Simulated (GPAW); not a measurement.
Crystal: HfB.

```xyz
2
Lattice="0.0000 2.3100 2.3100 2.3100 0.0000 2.3100 2.3100 2.3100 0.0000" Properties=species:S:1:pos:R:3 pbc="T T T"
Hf    2.3100    2.3100    2.3100
B     0.0000    0.0000    0.0000
```

Base run:

```yaml
Program: GPAW 26.7.0
Functional: r2SCAN
Potentials_or_basis: GPAW PAW data sets (gpaw-data 1.2.1)
Cutoff: 800 eV
Basis: pw
k_mesh: 10 × 10 × 10
Occupations: fermi-dirac, width 0.05 eV
Spin: no spin polarisation
Hubbard_terms: Hf d U = 1 eV
```

Its results: band gap on the k mesh none (metal or under the smearing width); pressure 35.2 GPa.

Question: After a change of settings the same cell gave: band gap on the k mesh none (metal or under the smearing width); pressure 62.8 GPa. Which change was it?
A. hubbard terms from Hf d U = 1 eV to Hf d U = 8 eV
B. hubbard terms from Hf d U = 1 eV to none
C. hubbard terms from Hf d U = 1 eV to Hf d U = 5 eV

Answer: A.

Caveats: a pressure of tens of GPa on the cell as given is suspect, and the run, the potentials or the cell itself is likely at fault; the PAW data sets were made with another functional, which shifts forces and pressure a little; U without spin polarisation on a metal has little footing; the U is typed as a test and isn't derived for this compound.

Runs at the PBE level aren't shown here.
